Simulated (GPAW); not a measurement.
# Al3Au (I4/mmm) in GPAW: reference runs

How does Al3Au come out in PBEsol? The cell is run as given and disturbed.

Program: GPAW 26.7.0. These are calculated values, not measurements. Logs are shortened: lines on timing, memory, paths and dates and some standing lists are left out, and cuts for length are marked. The log counts tension as positive stress, the text compression.

## (1) Starting point

Symmetry: I4/mmm, No. 139, tetragonal system. The conventional cell has a = 4.051 Å, b = 4.051 Å, c = 8.113 Å, α = 90.00°, β = 90.00°, γ = 90.00°. Au (site symmetry 4/mmm) is surrounded by 12 Al at 2.86 to 2.87 Å. Around Al (site symmetry 4/mmm) lie 4 Au at 2.86 Å and 8 Al at 2.87 Å. Al (site symmetry -4m2) is surrounded by 8 Al at 2.86 to 2.87 Å and 4 Au at 2.87 Å.

The cell comes from a database or a generator and needn't be the stable form of this composition.

## (2) Single point, PBEsol

run.py

```python
from ase import Atoms
from ase.dft.bandgap import bandgap
from ase.io import write
from ase.units import GPa
from gpaw import GPAW, PW, setup_paths

setup_paths.insert(0, '.')

atoms = Atoms(['Au', 'Al', 'Al', 'Al'],
              cell=[[-2.025333, 2.025333, 4.0566],
                    [2.025333, -2.025333, 4.0566],
                    [2.025333, 2.025333, -4.0566]],
              scaled_positions=[[0.0, 0.0, 0.0],
                                [0.5, 0.5, 0.0],
                                [0.25, 0.75, 0.5],
                                [0.75, 0.25, 0.5]],
              pbc=True)

calc = GPAW(mode=PW(600),
            xc='PBEsol',
            kpts={'size': (9, 9, 9), 'gamma': True},
            occupations={'name': 'fermi-dirac', 'width': 0.05},
            nbands=22,
            convergence={'density': 1e-05, 'energy': 1e-05},
            maxiter=150,
            txt='gpaw.txt')
atoms.calc = calc
energy = atoms.get_potential_energy()
forces = atoms.get_forces()
stress = atoms.get_stress()
calc.write('gs.gpw')
write('result.traj', atoms)
print(f'Energy: {energy:.6f} eV')
print('Forces (eV/A):')
print(forces.round(4))
print('Stress (GPa):', (stress / GPa).round(3))
print('Fermi level:', round(calc.get_fermi_level(), 4), 'eV')
print(f'Gap: {bandgap(calc)[0]:.4f} eV, direct: {bandgap(calc, direct=True)[0]:.4f} eV')
```

Potentials or basis: PAW data sets generated in the run's folder for this functional, pw.

On the command line:

```sh
gpaw-setup -f PBEsol Al Au
OMP_NUM_THREADS=1 python run.py
```

gpaw.txt:

```text
__  _  _
 | _ |_)|_||  |
 |__||  | ||/\| - 26.7.0

Input parameters:
  mode=PW(ecut=600.0),
  convergence={'density': 1e-05, 'energy': 1e-05},
  kpts=MonkhorstPack(size=(9, 9, 9), gamma=True),
  maxiter=150,
  nbands=22,
  occupations=Occupations(name='fermi-dirac', width=0.05),
  xc=XC(name='PBEsol')

Diagonalizing LCAO Hamiltonian
Converting LCAO to pw mode

       Al
         Al

            Al

       Au

Atoms  # Å, Bohr magnetons
|   | symbol |        x |        y |        z |    initial magnetic moments |
|---|--------|----------|----------|----------|-----------------------------|
| 0 |     Au | 0.000000 | 0.000000 | 0.000000 | ( 0.0000,  0.0000,  0.0000) |
| 1 |     Al | 0.000000 | 0.000000 | 4.056600 | ( 0.0000,  0.0000,  0.0000) |
| 2 |     Al | 2.025333 | 0.000000 | 2.028300 | ( 0.0000,  0.0000,  0.0000) |
| 3 |     Al | 0.000000 | 2.025333 | 2.028300 | ( 0.0000,  0.0000,  0.0000) |

Unit cell  # Å
| periodic |         x |         y |         z |  lengths |     angles |
|----------|-----------|-----------|-----------|----------|------------|
|      yes | -2.025333 |  2.025333 |  4.056600 | 4.965879 | 131.860323 |
|      yes |  2.025333 | -2.025333 |  4.056600 | 4.965879 | 131.860323 |
|      yes |  2.025333 |  2.025333 | -4.056600 | 4.965879 |  70.449722 |

Number of symmetries: 16
Symmetry operations  # r_c * U_cc + t_c -> r_c
|    | kind |            matrix            |
|----|------|------------------------------|
|  0 |  σ   |  1, 1, 1,  0, 0,-1,  0,-1, 0 |
|  1 |  C4  |  1, 1, 1,  0, 0,-1, -1, 0, 0 |
|  2 |  E   |  1, 0, 0,  0, 1, 0,  0, 0, 1 |
|  3 |  σ   |  1, 0, 0,  0, 1, 0, -1,-1,-1 |
|  4 |  σ   |  0, 1, 0,  1, 0, 0,  0, 0, 1 |
|  5 |  C2  |  0, 1, 0,  1, 0, 0, -1,-1,-1 |
|  6 |  C2  |  0, 0, 1, -1,-1,-1,  1, 0, 0 |
|  7 |  S4  |  0, 0, 1, -1,-1,-1,  0, 1, 0 |
|  8 |  C4  |  0, 0,-1,  1, 1, 1,  0,-1, 0 |
|  9 |  σ   |  0, 0,-1,  1, 1, 1, -1, 0, 0 |
| 10 |  σ   |  0,-1, 0, -1, 0, 0,  1, 1, 1 |
| 11 |  C2  |  0,-1, 0, -1, 0, 0,  0, 0,-1 |
| 12 |  C2  | -1, 0, 0,  0,-1, 0,  1, 1, 1 |
| 13 |  i   | -1, 0, 0,  0,-1, 0,  0, 0,-1 |
| 14 |  S4  | -1,-1,-1,  0, 0, 1,  1, 0, 0 |
| 15 |  C2  | -1,-1,-1,  0, 0, 1,  0, 1, 0 |

BZ-sampling:
  Number of BZ points: 729
  Number of IBZ points: 75

  Monkhorst-Pack size: [9, 9, 9]
  Monkhorst-Pack shift: [0, 0, 0]

K-points  # in reciprocal-cell coordinates
|     |                                coordinates |     weight |
|-----|--------------------------------------------|------------|
|   0 | (  0.00000000,   0.00000000,   0.00000000) | 0.00137174 |
|   1 | (  0.11111111,  -0.11111111,   0.00000000) | 0.00548697 |
|   2 | (  0.11111111,  -0.11111111,   0.11111111) | 0.00548697 |
|   3 | (  0.11111111,   0.00000000,   0.00000000) | 0.01097394 |
|   4 | (  0.11111111,   0.11111111,  -0.11111111) | 0.00274348 |
|   5 | (  0.22222222,  -0.22222222,   0.00000000) | 0.00548697 |
|   6 | (  0.22222222,  -0.22222222,   0.11111111) | 0.01097394 |
|   7 | (  0.22222222,  -0.22222222,   0.22222222) | 0.00548697 |
|   8 | (  0.22222222,  -0.11111111,   0.00000000) | 0.02194787 |
|   9 | (  0.22222222,  -0.11111111,   0.11111111) | 0.01097394 |
| ... |                                            |            |
|  74 | (  0.44444444,   0.44444444,   0.44444444) | 0.01097394 |

Plane wave coefficients: 2244
Cutoff: 600.0 eV

Spin-components: 1 (collinear spins)
Bands:           22
Projectors:      21
Spin-degeneracy: 2
Datatype:        complex128

Parallelization:
  kpt:    1
  domain: 1
  band:   1

Density:
  Valence electrons: 20.0
  Components: 1
  Grid points: [30 30 30]
  Charge: 0.0  # |e|

Potential:
  Grid points: [30 30 30]

species:
  Au:
    name:    Gold
    Z:       79.0
    valence: 11
    core:    68
    charge:  0.0  # [|e|]
    compensation charges:
      type: gauss
      rc: 0.42  # [Å]
      lmax: 2
    cutoffs:
      filter: 2.33  # [Å]
      core: 2.81  # [Å]
    projectors
    | kind |    occ | energy [eV] | rcut [Å] |
    |------|--------|-------------|----------|
    |   6s |  1.000 |      -5.766 |    1.323 |
    |   6p |  0.000 |      -0.708 |    1.323 |
    |   5d | 10.000 |      -6.915 |    1.323 |
    |    s |        |      21.446 |    1.323 |
    |    p |        |      26.504 |    1.323 |
    |    d |        |      20.296 |    1.323 |

    Using partial waves for Au as LCAO basis

  Al:
    name:    Aluminium
    Z:       13.0
    valence: 3
    core:    10
    charge:  0.0  # [|e|]
    compensation charges:
      type: gauss
      rc: 0.34  # [Å]
      lmax: 2
    cutoffs:
      filter: 1.91  # [Å]
      core: 2.36  # [Å]
    projectors
    | kind |    occ | energy [eV] | rcut [Å] |
    |------|--------|-------------|----------|
    |   3s |  2.000 |      -7.715 |    1.085 |
    |   3p |  1.000 |      -2.689 |    1.085 |
    |    s |        |      19.497 |    1.085 |
    |    p |        |      24.522 |    1.085 |
    |    d |        |       0.000 |    1.085 |

    Using partial waves for Al as LCAO basis

Reference energy: -536226.038903  # eV

eigensolver:
[... 26 lines left out ...]
convergence criteria:
- Maximum integral of absolute [dens]ity change: 1e-05 electrons / valence electron
- Maximum [total energy] change in last 3 cyles: 1e-05 eV / valence electron
- Maximum integral of absolute [eigenst]ate change: 4e-08 eV^2 / valence electron
maximum number of iterations: 150

SCF iterations
|iter     | |      energy | eigst |  dens |
|---------|-|-------------|-------|-------|
|iter:   1| |  -18.488620 | +0.34 |       |
|iter:   2| |  -17.791259 | -2.01 | -0.81 |
|iter:   3| |  -16.701004 | -1.26 | -0.89 |
|iter:   4| |  -16.648134 | -2.85 | -1.31 |
|iter:   5| |  -16.632760 | -3.27 | -1.60 |
|iter:   6| |  -16.632556 | -4.79 | -2.53 |
|iter:   7| |  -16.632552 | -5.18 | -2.95 |
|iter:   8| |  -16.632553c| -7.18 | -3.93 |
|iter:   9| |  -16.632553c| -7.91c| -4.48 |
|iter:  10| |  -16.632553c| -8.12c| -4.85 |
|iter:  11| |  -16.632553c| -8.54c| -5.22c|

Converged in 11 steps
Energy contributions relative to reference atoms: (reference = -536226.038903)

Energy contributions:
  Kinetic:          -7.174601
  Coulomb:           9.744238
  Zero:              0.184523
  External:          0.000000
  Xc:              -19.380979
  Entropy:          -0.011468
  Spinorbit:         0.000000
  ----------------------------
  Free energy:     -16.638287
  Extrapolated:    -16.632553

dipole moment: (-10.559185, -10.559185, -7.210456)  # |e|*Ang

Fermi level: 8.210
Eigenvalues  # (at kpt = [0.000, 0.000, 0.000])
| band index |      eig [eV] | occ [0-2] |
|------------|---------------|-----------|
|          0 |        -3.023 |     2.000 |
|          1 |         2.134 |     2.000 |
|          2 |         2.196 |     2.000 |
|          3 |         2.407 |     2.000 |
|          4 |         2.407 |     2.000 |
|          5 |         2.908 |     2.000 |
|          6 |         5.595 |     2.000 |
|          7 |         8.243 |     0.683 |
|          8 |         8.243 |     0.683 |
|          9 |         8.572 |     0.001 |
|         10 |         8.967 |     0.000 |
|         11 |         9.032 |     0.000 |
|         12 |         9.032 |     0.000 |
|         13 |         9.059 |     0.000 |
|         14 |        10.419 |     0.000 |
|        ... |               |           |
|         21 |        22.584 |     0.000 |

No gap
No difference between direct/indirect transitions

Forces  # eV/Ang
|        x |        y |       z |
|----------|----------|---------|
| -0.00000 | -0.00000 | 0.00000 |  # Au   0
|  0.00000 | -0.00000 | 0.00000 |  # Al   1
|  0.00000 |  0.00000 | 0.00000 |  # Al   2
| -0.00000 |  0.00000 | 0.00000 |  # Al   3

Stress tensor  # eV/Ang^3
|         x |        y |         z |
|-----------|----------|-----------|
|  0.012705 | 0.000000 | -0.000000 |
|  0.000000 | 0.012705 |  0.000000 |
| -0.000000 | 0.000000 |  0.015547 |

# Writing to gs.gpw (mode='')
```

stdout:

```text
Energy: -16.632553 eV
Forces (eV/A):
[[-0. -0.  0.]
 [ 0. -0.  0.]
 [ 0.  0.  0.]
 [-0.  0.  0.]]
Stress (GPa): [ 2.036  2.036  2.491  0.    -0.     0.   ]
Fermi level: 8.2102 eV
Gap: 0.0000 eV, direct: 0.0000 eV
```

Wall time 87 s (1 thread of Arm Neoverse V2, shared host); peak memory 0.26 GiB.

Results:

```
Free energy            : -16.6383 eV
Pressure               : -2.2 GPa
Band gap on the k mesh : none (metal or under the smearing width)
```

Caveat: with this Au data set, volumes or pressures lay over 1.5 % or 2 GPa off other programs in two to four cells of ten.

## (3) Single point, PBEsol (atoms moved at random, drawn with an rms of 0.05 Å)

run.py, as its differences from that of step 2:

```diff
@@ -12,6 +12,6 @@
                     [2.025333, 2.025333, -4.0566]],
-              scaled_positions=[[0.0, 0.0, 0.0],
-                                [0.5, 0.5, 0.0],
-                                [0.25, 0.75, 0.5],
-                                [0.75, 0.25, 0.5]],
+              scaled_positions=[[0.007078, -0.004826, 0.002141],
+                                [0.508998, 0.507599, -0.000251],
+                                [0.252612, 0.759888, 0.494387],
+                                [0.738292, 0.241932, 0.48663]],
               pbc=True)
```

Potentials or basis: PAW data sets generated in the run's folder for this functional, pw.

On the command line:

```sh
gpaw-setup -f PBEsol Al Au
OMP_NUM_THREADS=1 python run.py
```

gpaw.txt:

```text
__  _  _
 | _ |_)|_||  |
 |__||  | ||/\| - 26.7.0

Input parameters:
  mode=PW(ecut=600.0),
  convergence={'density': 1e-05, 'energy': 1e-05},
  kpts=MonkhorstPack(size=(9, 9, 9), gamma=True),
  maxiter=150,
  nbands=22,
  occupations=Occupations(name='fermi-dirac', width=0.05),
  xc=XC(name='PBEsol')

Diagonalizing LCAO Hamiltonian
Converting LCAO to pw mode

       Al
         Al

            Al

       Au

Atoms  # Å, Bohr magnetons
|   | symbol |         x |         y |        z |    initial magnetic moments |
|---|--------|-----------|-----------|----------|-----------------------------|
| 0 |     Au | -0.019773 |  0.028446 | 0.000450 | ( 0.0000,  0.0000,  0.0000) |
| 1 |     Al | -0.003342 |  0.002325 | 4.124946 | ( 0.0000,  0.0000,  0.0000) |
| 2 |     Al |  2.028701 | -0.026105 | 2.101777 | ( 0.0000,  0.0000,  0.0000) |
| 3 |     Al | -0.019706 |  1.990882 | 2.002313 | ( 0.0000,  0.0000,  0.0000) |

Unit cell  # Å
| periodic |         x |         y |         z |  lengths |     angles |
[... 158 lines left out ...]
Energy contributions relative to reference atoms: (reference = -536226.038903)

Energy contributions:
  Kinetic:          -6.792711
  Coulomb:           9.423852
  Zero:              0.184692
  External:          0.000000
  Xc:              -19.425429
  Entropy:          -0.011337
  Spinorbit:         0.000000
  ----------------------------
  Free energy:     -16.620932
  Extrapolated:    -16.615264

dipole moment: (10.272486, -17.530490, 7.343050)  # |e|*Ang

Fermi level: 8.207
Eigenvalues  # (at kpt = [0.000, 0.000, 0.000])
| band index |      eig [eV] | occ [0-2] |
|------------|---------------|-----------|
|          0 |        -3.027 |     2.000 |
|          1 |         2.102 |     2.000 |
|          2 |         2.213 |     2.000 |
|          3 |         2.351 |     2.000 |
|          4 |         2.445 |     2.000 |
|          5 |         2.901 |     2.000 |
[... 8 lines left out ...]
|         14 |        10.413 |     0.000 |
|         15 |        11.652 |     0.000 |
|        ... |               |           |
|         21 |        21.907 |     0.000 |

No gap
No difference between direct/indirect transitions

Forces  # eV/Ang
|        x |        y |        z |
|----------|----------|----------|
|  0.02226 | -0.06248 |  0.05803 |  # Au   0
| -0.04798 | -0.00608 | -0.23266 |  # Al   1
| -0.06228 |  0.01733 | -0.08752 |  # Al   2
|  0.08800 |  0.05122 |  0.26216 |  # Al   3

Stress tensor  # eV/Ang^3
|         x |         y |         z |
|-----------|-----------|-----------|
|  0.009686 |  0.000010 | -0.000252 |
|  0.000010 |  0.013529 | -0.000062 |
| -0.000252 | -0.000062 |  0.013755 |

# Writing to gs.gpw (mode='')
```

Run time: 6.6 min. Hardware: 1 thread of Arm Neoverse V2, shared host; peak memory 0.65 GiB.

What came out:

- Free energy: -16.6209 eV
- Pressure: -2.0 GPa
- Largest force: 0.281 eV/Å
- Band gap on the k mesh: none (metal or under the smearing width)

Forces on the atoms (eV/Å):
```
Au   0.022 -0.062  0.058
Al  -0.048 -0.006 -0.233
Al  -0.062  0.017 -0.088
Al   0.088  0.051  0.262
```

Stress tensor (GPa, compression positive):
```
-1.55  0.00  0.04
 0.00 -2.17  0.01
 0.04  0.01 -2.20
```

Caveat: with this Au data set, volumes or pressures lay over 1.5 % or 2 GPa off other programs in two to four cells of ten.
